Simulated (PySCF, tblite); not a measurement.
# C₄H₁₁NOSi: geometry, infrared bands and NMR shifts

Aim: predict the infrared bands and NMR shifts of C₄H₁₁NOSi (`O[Si@H]1CCCNC1`).

The runs use tblite 0.8.0 and PySCF 2.14.0, with density-fitted response routines of our own; the level of theory stands in each step. All values are computed, except where a source is named. Atoms are numbered from 0 throughout.

### 1 The molecule as given

18 atoms, charge 0, multiplicity 1; geometry from: force field or distance geometry start.

Bonds of the start (Å): O0–Si1 1.74, Si1–C2 1.86, C2–C3 1.53, C3–C4 1.51, C4–N5 1.43, N5–C6 1.43, C6–Si1 1.85, O0–H7 0.99, Si1–H8 1.48, C2–H9 1.12, C2–H10 1.10, C3–H11 1.10, C3–H12 1.13, C4–H13 1.12, C4–H14 1.12, N5–H15 1.05, C6–H16 1.12, C6–H17 1.11.

### 2 Geometry optimisation with GFN2-xTB

Job settings and geometry (Å):

```
{"job": {"kind": "relax", "xc": "GFN2-xTB", "basis": "xTB"}, "charge": 0, "multiplicity": 1}
O      1.406700    -1.811200     1.279800
Si     0.798200    -1.108100    -0.190900
C     -1.065900    -1.102300    -0.164500
C     -1.413200     0.204400     0.549000
C     -0.950200     1.295000    -0.380900
N      0.394300     1.633900    -0.051100
C      1.383700     0.640100    -0.334100
H      2.313200    -2.153200     1.064400
H      1.310500    -1.969200    -1.275100
H     -1.402400    -0.979300    -1.225200
H     -1.506100    -1.988400     0.311700
H     -2.471100     0.274800     0.836800
H     -0.719800     0.241000     1.434500
H     -1.648900     2.161300    -0.308800
H     -0.993600     0.949200    -1.440500
H      0.509500     2.126700     0.866200
H      2.241300     0.824000     0.369700
H      1.805000     0.767700    -1.352600
```

Started as:

```sh
> OMP_NUM_THREADS=1 python probes_run.py task.json out
```

One launch serves the whole session: the jobs run in the order shown.

**Question.** This job is followed by: GFN2-xTB harmonic vibrations, gas phase; GIAO PBE0/pcSseg-1 NMR shielding, non-relativistic, gas phase. Predict these results of the whole session: strongest single infrared mode (GFN2-xTB); zero-point energy (GFN2-xTB); 13C shifts against TMS (PBE0/pcSseg-1); 1H shifts against TMS (PBE0/pcSseg-1); 17O shifts against H2O (PBE0/pcSseg-1); 29Si shifts against TMS (PBE0/pcSseg-1); 15N shifts against NH3 (PBE0/pcSseg-1).

**Answer**, as computed:

| quantity | value |
| --- | --- |
| strongest single infrared mode (GFN2-xTB) | 2237 cm⁻¹, 411 km/mol |
| zero-point energy (GFN2-xTB) | 93.9 kcal/mol |
| 13C shifts against TMS (PBE0/pcSseg-1) | 54.0, 43.9, 30.2, 15.3 ppm |
| 1H shifts against TMS (PBE0/pcSseg-1) | 4.84, 3.24, 2.66, 2.28, 2.26, 1.86, 1.58, 1.24, 0.80, 0.58, -0.06 ppm |
| 17O shifts against H2O (PBE0/pcSseg-1) | 16.9 ppm |
| 29Si shifts against TMS (PBE0/pcSseg-1) | -19.2 ppm |
| 15N shifts against NH3 (PBE0/pcSseg-1) | 42.7 ppm |

Relaxing lowered the energy by 0.942 eV in 91 steps; the close pair that moved most is O0–Si1, from 1.740 to 1.633 Å. No mode is imaginary among the 48: a minimum at this level. The strongest single mode, at 2237 cm⁻¹, moves mainly H8. GFN2-xTB is a fitted tight-binding method: band positions and strengths are rough. Its intensities can rank the bands wrongly. At PBE0/pcSseg-1: The widest tensor belongs to Si1: span 127 ppm, with a paramagnetic part of -511 ppm.
